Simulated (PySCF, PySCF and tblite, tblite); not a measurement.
# C₈H₁₄O: conformers and averaged spectra

Which conformers does C₈H₁₄O (`CO[C@@H]1CCC2(CC2)C1`) populate, and what do their averaged NMR parameters look like?

Programs: PySCF 2.14.0 with density-fitted response routines of our own, and tblite 0.8.0. All values are computed, except where a source is named. Atoms count from 0 throughout.

## (1) The molecule as given

23 atoms, charge 0, multiplicity 1; geometry from: MMFF94s geometry.

Bonds of the start (Å): C0–H10 1.10, C0–H11 1.10, C0–H9 1.09, C0–O1 1.41, C2–C3 1.54, C2–C8 1.53, C2–H12 1.10, C3–C4 1.53, C3–H13 1.09, C3–H14 1.10, C4–C5 1.51, C4–H15 1.10, C4–H16 1.10, C5–C6 1.52, C5–C7 1.52, C5–C8 1.50, C6–C7 1.51, C6–H17 1.08, C6–H18 1.08, C7–H19 1.08, C7–H20 1.08, C8–H21 1.10, C8–H22 1.09, O1–C2 1.44.

## (2) GFN2-xTB relaxation, conformer 1

What the job is given:

```
{"job": {"xc": "GFN2-xTB", "basis": "xTB", "kind": "relax"}, "charge": 0, "multiplicity": 1}
C     -3.386100     0.104400     0.311300
O     -2.292000    -0.534900    -0.309200
C     -1.035400    -0.206700     0.308500
C     -0.583200     1.222300    -0.046700
C      0.921100     1.176900     0.226400
C      1.312900    -0.229200    -0.154000
C      2.494600    -0.472900    -1.072000
C      2.606500    -0.814500     0.392800
C      0.081200    -1.082600    -0.274400
H     -3.343400     1.189300     0.177200
H     -4.311700    -0.255600    -0.169000
H     -3.446500    -0.138400     1.379800
H     -1.097900    -0.343800     1.403000
H     -0.788100     1.438000    -1.094200
H     -1.085900     1.987800     0.566100
H      1.123700     1.359100     1.293100
H      1.443900     1.943700    -0.366200
H      3.058600     0.369300    -1.431000
H      2.433400    -1.291100    -1.771900
H      3.242900    -0.196300     1.014200
H      2.613600    -1.862600     0.664000
H     -0.125300    -1.319600    -1.324700
H      0.158300    -2.015700     0.287100
```

Command:

```sh
> OMP_NUM_THREADS=1 python ens_run.py task.json out
```

One launch serves the whole session.

The log of the run:

```text
step      E/eV     max force
  0    -770.59286    1.655
  1    -770.64316    0.490
  2    -770.65317    0.283
  3    -770.65975    0.169
  4    -770.66276    0.119
  5    -770.66426    0.108
  6    -770.66551    0.102
  7    -770.66643    0.076
  8    -770.66730    0.068
  9    -770.66801    0.061
 10    -770.66852    0.048
 11    -770.66895    0.057
 12    -770.66941    0.056
 13    -770.66992    0.062
 14    -770.67036    0.051
 15    -770.67067    0.035
 16    -770.67067    0.035
 17    -770.67080    0.031
 18    -770.67105    0.022
 19    -770.67112    0.022
 20    -770.67133    0.025
 21    -770.67147    0.026
 22    -770.67160    0.030
 23    -770.67171    0.028
 24    -770.67183    0.023
 25    -770.67195    0.023
 26    -770.67207    0.025
 27    -770.67216    0.023
 28    -770.67225    0.026
 29    -770.67235    0.028
 30    -770.67247    0.027
 31    -770.67258    0.027
 32    -770.67267    0.021
 33    -770.67274    0.017
 34    -770.67279    0.016
 35    -770.67284    0.017
 36    -770.67288    0.015
 37    -770.67291    0.014
 38    -770.67295    0.014
 39    -770.67298    0.012
 40    -770.67300    0.011
 41    -770.67302    0.010
 42    -770.67304    0.011
 43    -770.67305    0.009
 44    -770.67306    0.008
 45    -770.67308    0.009
 46    -770.67309    0.010
 47    -770.67311    0.012
 48    -770.67313    0.010
 49    -770.67314    0.007
 50    -770.67315    0.008
 51    -770.67316    0.008
 52    -770.67317    0.006
 53    -770.67318    0.005
 54    -770.67318    0.004
```

It took 0.4 s on 1 thread of Arm Neoverse V1, shared host.

Gain 0.080 eV; displacement 0.04 Å root mean square.

GFN2-xTB relaxation, conformer 2:

What the job is given:

```
{"job": {"xc": "GFN2-xTB", "basis": "xTB", "kind": "relax"}, "charge": 0, "multiplicity": 1}
C      3.095600     0.972800    -0.450100
O      2.275700    -0.124600    -0.844700
C      1.176100    -0.328100     0.030500
C      0.454800    -1.616800    -0.359400
C     -0.926200    -1.482000     0.290400
C     -1.217900    -0.003400     0.179900
C     -2.527200     0.486200    -0.386700
C     -2.243300     0.632100     1.088600
C      0.069600     0.729800    -0.146300
H      3.456400     0.840800     0.575000
H      3.939500     1.026500    -1.129900
H      2.523900     1.909100    -0.525000
H      1.489100    -0.379100     1.083900
H      0.378300    -1.712500    -1.444600
H      0.987000    -2.501700     0.007200
H     -0.892500    -1.783300     1.347700
H     -1.664200    -2.095200    -0.230900
H     -3.266900    -0.256000    -0.689000
H     -2.531500     1.385900    -0.982800
H     -2.794700    -0.009100     1.773400
H     -2.073600     1.632100     1.472400
H      0.042800     1.108100    -1.177100
H      0.244400     1.595400     0.527600
```

The log of the run:

```text
step      E/eV     max force
  0    -770.60154    0.970
  1    -770.64599    0.346
  2    -770.65655    0.303
  3    -770.66353    0.148
  4    -770.66588    0.111
  5    -770.66714    0.086
  6    -770.66809    0.096
  7    -770.66875    0.069
  8    -770.66922    0.046
  9    -770.66955    0.044
 10    -770.66978    0.031
 11    -770.66978    0.031
 12    -770.66986    0.023
 13    -770.67004    0.028
 14    -770.67014    0.034
 15    -770.67029    0.030
 16    -770.67043    0.025
 17    -770.67057    0.028
 18    -770.67069    0.030
 19    -770.67080    0.032
 20    -770.67093    0.030
 21    -770.67107    0.032
 22    -770.67120    0.027
 23    -770.67128    0.015
 24    -770.67133    0.015
 25    -770.67137    0.017
 26    -770.67142    0.017
 27    -770.67147    0.016
 28    -770.67152    0.017
 29    -770.67156    0.014
 30    -770.67162    0.016
 31    -770.67166    0.014
 32    -770.67169    0.011
 33    -770.67171    0.010
 34    -770.67173    0.014
 35    -770.67175    0.015
 36    -770.67178    0.013
 37    -770.67180    0.017
 38    -770.67183    0.017
 39    -770.67186    0.017
 40    -770.67189    0.012
 41    -770.67190    0.008
 42    -770.67192    0.008
 43    -770.67193    0.011
 44    -770.67194    0.009
 45    -770.67194    0.005
 46    -770.67195    0.004
```

Run time: 0.35 s. Hardware: 1 thread of Arm Neoverse V1, shared host.

Gain 0.070 eV; displacement 0.03 Å root mean square.

## (3) GFN2-xTB relaxation, conformer 3

What the job is given:

```
{"job": {"xc": "GFN2-xTB", "basis": "xTB", "kind": "relax"}, "charge": 0, "multiplicity": 1}
C      2.720900     0.191100     1.402200
O      1.714400     0.836500     0.602100
C      1.263600     0.010600    -0.462900
C      0.516700     0.917300    -1.471800
C     -0.860400     1.111100    -0.820500
C     -1.131700    -0.193500    -0.126200
C     -2.160500    -0.253300     0.973100
C     -2.426100    -0.920800    -0.334000
C      0.171300    -0.976300    -0.006100
H      3.590400    -0.034700     0.801500
H      3.005600     0.880200     2.198000
H      2.323000    -0.723200     1.863900
H      2.097000    -0.489800    -0.932400
H      1.023500     1.865900    -1.638300
H      0.404100     0.397100    -2.419600
H     -1.614400     1.355400    -1.572900
H     -0.822400     1.935300    -0.097100
H     -2.719300     0.638300     1.213100
H     -1.966500    -0.883300     1.843300
H     -3.173500    -0.478600    -0.980500
H     -2.425400    -2.003100    -0.359600
H      0.325300    -1.333700     1.012900
H      0.139800    -1.821400    -0.678200
```

The log of the run:

```text
step      E/eV     max force
  0    -770.57022    1.112
  1    -770.61993    0.223
  2    -770.62527    0.216
  3    -770.63074    0.175
  4    -770.63421    0.152
  5    -770.63640    0.109
  6    -770.63733    0.049
  7    -770.63781    0.041
  8    -770.63817    0.044
  9    -770.63846    0.047
 10    -770.63863    0.032
 11    -770.63863    0.032
 12    -770.63870    0.029
 13    -770.63891    0.029
 14    -770.63900    0.036
 15    -770.63921    0.033
 16    -770.63940    0.031
 17    -770.63962    0.036
 18    -770.63981    0.037
 19    -770.63996    0.032
 20    -770.64007    0.024
 21    -770.64015    0.019
 22    -770.64022    0.019
 23    -770.64027    0.017
 24    -770.64031    0.010
 25    -770.64034    0.010
 26    -770.64036    0.012
 27    -770.64038    0.013
 28    -770.64042    0.014
 29    -770.64047    0.025
 30    -770.64055    0.036
 31    -770.64067    0.038
 32    -770.64082    0.029
 33    -770.64097    0.026
 34    -770.64108    0.024
 35    -770.64119    0.027
 36    -770.64131    0.029
 37    -770.64145    0.028
 38    -770.64158    0.025
 39    -770.64170    0.021
 40    -770.64182    0.026
 41    -770.64195    0.025
 42    -770.64208    0.024
 43    -770.64220    0.024
 44    -770.64230    0.026
 45    -770.64238    0.022
 46    -770.64244    0.013
 47    -770.64248    0.013
 48    -770.64253    0.017
 49    -770.64257    0.018
 50    -770.64260    0.013
 51    -770.64263    0.014
 52    -770.64266    0.012
 53    -770.64270    0.011
 54    -770.64273    0.011
 55    -770.64277    0.013
 56    -770.64281    0.017
 57    -770.64285    0.016
 58    -770.64289    0.014
 59    -770.64292    0.013
 60    -770.64295    0.011
 61    -770.64298    0.014
 62    -770.64301    0.016
 63    -770.64305    0.015
 64    -770.64309    0.012
 65    -770.64312    0.011
 66    -770.64315    0.010
 67    -770.64317    0.012
 68    -770.64320    0.012
 69    -770.64323    0.016
 70    -770.64325    0.012
 71    -770.64329    0.013
 72    -770.64333    0.013
 73    -770.64337    0.017
 74    -770.64341    0.017
 75    -770.64344    0.013
 76    -770.64347    0.012
 77    -770.64349    0.012
 78    -770.64351    0.013
 79    -770.64353    0.011
 80    -770.64355    0.014
 81    -770.64357    0.012
 82    -770.64360    0.014
 83    -770.64363    0.014
 84    -770.64366    0.013
 85    -770.64370    0.015
 86    -770.64374    0.014
 87    -770.64378    0.014
 88    -770.64381    0.012
 89    -770.64385    0.016
 90    -770.64390    0.021
 91    -770.64398    0.031
 92    -770.64410    0.033
 93    -770.64427    0.031
 94    -770.64448    0.043
 95    -770.64472    0.044
 96    -770.64511    0.065
 97    -770.64554    0.054
 98    -770.64608    0.046
 99    -770.64629    0.055
100    -770.64658    0.044
101    -770.64687    0.036
102    -770.64704    0.031
103    -770.64723    0.038
104    -770.64746    0.036
105    -770.64770    0.032
106    -770.64788    0.029
107    -770.64805    0.040
108    -770.64824    0.038
109    -770.64845    0.046
110    -770.64872    0.044
111    -770.64898    0.031
112    -770.64929    0.039
113    -770.64958    0.037
114    -770.64969    0.056
115    -770.64991    0.024
116    -770.65001    0.019
117    -770.65012    0.018
118    -770.65019    0.019
119    -770.65024    0.016
120    -770.65027    0.013
121    -770.65030    0.012
122    -770.65032    0.012
123    -770.65034    0.010
124    -770.65036    0.010
125    -770.65038    0.009
126    -770.65039    0.009
127    -770.65040    0.010
128    -770.65042    0.012
129    -770.65044    0.009
130    -770.65046    0.011
131    -770.65049    0.013
132    -770.65054    0.022
133    -770.65061    0.033
134    -770.65070    0.033
135    -770.65080    0.023
136    -770.65088    0.013
137    -770.65094    0.017
138    -770.65099    0.026
139    -770.65104    0.022
140    -770.65110    0.019
141    -770.65123    0.019
142    -770.65130    0.025
143    -770.65143    0.028
144    -770.65153    0.027
145    -770.65162    0.024
146    -770.65171    0.016
147    -770.65178    0.021
148    -770.65186    0.019
149    -770.65196    0.018
150    -770.65206    0.019
151    -770.65215    0.026
152    -770.65223    0.021
153    -770.65227    0.033
154    -770.65234    0.016
155    -770.65239    0.018
156    -770.65246    0.012
157    -770.65250    0.015
158    -770.65254    0.012
159    -770.65256    0.011
160    -770.65258    0.012
161    -770.65260    0.013
162    -770.65263    0.012
163    -770.65265    0.011
164    -770.65267    0.013
165    -770.65269    0.012
166    -770.65271    0.012
167    -770.65273    0.009
168    -770.65274    0.008
169    -770.65276    0.009
170    -770.65277    0.010
171    -770.65278    0.007
172    -770.65279    0.004
173    -770.65279    0.003
```

It took 1.4 s on 1 thread of Arm Neoverse V1, shared host.

Gain 0.083 eV; displacement 0.56 Å root mean square.

GFN2-xTB relaxation, conformer 4:

What the job is given:

```
{"job": {"xc": "GFN2-xTB", "basis": "xTB", "kind": "relax"}, "charge": 0, "multiplicity": 1}
C      3.129200    -0.091500     0.557300
O      1.801400    -0.572400     0.317600
C      1.106900     0.168500    -0.661500
C      0.461000     1.437000    -0.076600
C     -0.768600     0.898800     0.681800
C     -1.230300    -0.262000    -0.171800
C     -2.126700    -1.313600     0.424400
C     -2.663600    -0.367000    -0.598900
C     -0.112800    -0.654700    -1.124500
H      3.712300    -0.148200    -0.353200
H      3.098100     0.937600     0.927300
H      3.587200    -0.723000     1.318800
H      1.754800     0.391200    -1.500200
H      1.121300     1.984100     0.604700
H      0.139100     2.108400    -0.873300
H     -1.531700     1.680400     0.794100
H     -0.482700     0.554300     1.677100
H     -2.457600    -1.198800     1.454100
H     -1.974800    -2.348000     0.147000
H     -3.367100     0.387300    -0.267500
H     -2.890900    -0.765100    -1.583100
H      0.084400    -1.724300    -1.100500
H     -0.393600    -0.352000    -2.131200
```

The log of the run:

```text
step      E/eV     max force
  0    -770.58000    0.937
  1    -770.61575    0.230
  2    -770.62200    0.212
  3    -770.62752    0.169
  4    -770.63097    0.116
  5    -770.63319    0.099
  6    -770.63428    0.077
  7    -770.63492    0.066
  8    -770.63545    0.057
  9    -770.63587    0.046
 10    -770.63616    0.046
 11    -770.63641    0.051
 12    -770.63671    0.045
 13    -770.63710    0.052
 14    -770.63754    0.045
 15    -770.63795    0.051
 16    -770.63829    0.047
 17    -770.63855    0.034
 18    -770.63855    0.034
 19    -770.63865    0.025
 20    -770.63882    0.020
 21    -770.63888    0.021
 22    -770.63899    0.018
 23    -770.63904    0.017
 24    -770.63908    0.020
 25    -770.63913    0.017
 26    -770.63919    0.016
 27    -770.63924    0.016
 28    -770.63928    0.017
 29    -770.63934    0.021
 30    -770.63941    0.019
 31    -770.63950    0.022
 32    -770.63961    0.023
 33    -770.63975    0.023
 34    -770.63991    0.033
 35    -770.64010    0.033
 36    -770.64031    0.036
 37    -770.64049    0.032
 38    -770.64062    0.026
 39    -770.64073    0.021
 40    -770.64083    0.019
 41    -770.64093    0.024
 42    -770.64102    0.024
 43    -770.64109    0.021
 44    -770.64115    0.020
 45    -770.64122    0.019
 46    -770.64131    0.020
 47    -770.64141    0.025
 48    -770.64155    0.029
 49    -770.64172    0.032
 50    -770.64192    0.029
 51    -770.64209    0.025
 52    -770.64222    0.027
 53    -770.64235    0.026
 54    -770.64250    0.026
 55    -770.64267    0.036
 56    -770.64283    0.035
 57    -770.64294    0.027
 58    -770.64301    0.032
 59    -770.64311    0.024
 60    -770.64327    0.024
 61    -770.64339    0.023
 62    -770.64352    0.024
 63    -770.64361    0.024
 64    -770.64372    0.021
 65    -770.64380    0.016
 66    -770.64386    0.014
 67    -770.64391    0.011
 68    -770.64395    0.013
 69    -770.64401    0.018
 70    -770.64408    0.016
 71    -770.64415    0.019
 72    -770.64422    0.018
 73    -770.64429    0.018
 74    -770.64435    0.018
 75    -770.64443    0.019
 76    -770.64449    0.016
 77    -770.64454    0.017
 78    -770.64457    0.016
 79    -770.64461    0.014
 80    -770.64464    0.018
 81    -770.64467    0.016
 82    -770.64470    0.013
 83    -770.64473    0.013
 84    -770.64476    0.011
 85    -770.64480    0.014
 86    -770.64485    0.018
 87    -770.64490    0.019
 88    -770.64496    0.017
 89    -770.64503    0.018
 90    -770.64511    0.025
 91    -770.64521    0.026
 92    -770.64533    0.027
 93    -770.64548    0.028
 94    -770.64564    0.030
 95    -770.64581    0.025
 96    -770.64596    0.024
 97    -770.64608    0.020
 98    -770.64618    0.019
 99    -770.64629    0.022
100    -770.64639    0.022
101    -770.64648    0.024
102    -770.64657    0.025
103    -770.64665    0.018
104    -770.64673    0.017
105    -770.64682    0.018
106    -770.64690    0.019
107    -770.64697    0.015
108    -770.64702    0.015
109    -770.64707    0.014
110    -770.64712    0.016
111    -770.64718    0.020
112    -770.64723    0.018
113    -770.64728    0.018
114    -770.64733    0.019
115    -770.64740    0.021
116    -770.64749    0.023
117    -770.64759    0.023
118    -770.64767    0.017
119    -770.64774    0.017
120    -770.64779    0.021
121    -770.64784    0.019
122    -770.64790    0.015
123    -770.64794    0.019
124    -770.64800    0.023
125    -770.64808    0.023
126    -770.64817    0.021
127    -770.64828    0.022
128    -770.64838    0.020
129    -770.64851    0.024
130    -770.64864    0.022
131    -770.64878    0.025
132    -770.64892    0.028
133    -770.64906    0.023
134    -770.64918    0.020
135    -770.64927    0.020
136    -770.64934    0.031
137    -770.64943    0.029
138    -770.64957    0.030
139    -770.64977    0.029
140    -770.64996    0.035
141    -770.65016    0.047
142    -770.65039    0.046
143    -770.65064    0.035
144    -770.65082    0.026
145    -770.65090    0.036
146    -770.65103    0.016
147    -770.65107    0.015
148    -770.65113    0.012
149    -770.65116    0.010
150    -770.65119    0.011
151    -770.65121    0.008
152    -770.65122    0.007
153    -770.65123    0.009
154    -770.65124    0.008
155    -770.65125    0.006
156    -770.65125    0.004
157    -770.65126    0.004
```

It took 1.2 s on 1 thread of Arm Neoverse V1, shared host.

Gain 0.071 eV; displacement 0.40 Å root mean square.

(Part 1 of 3 ends here.)
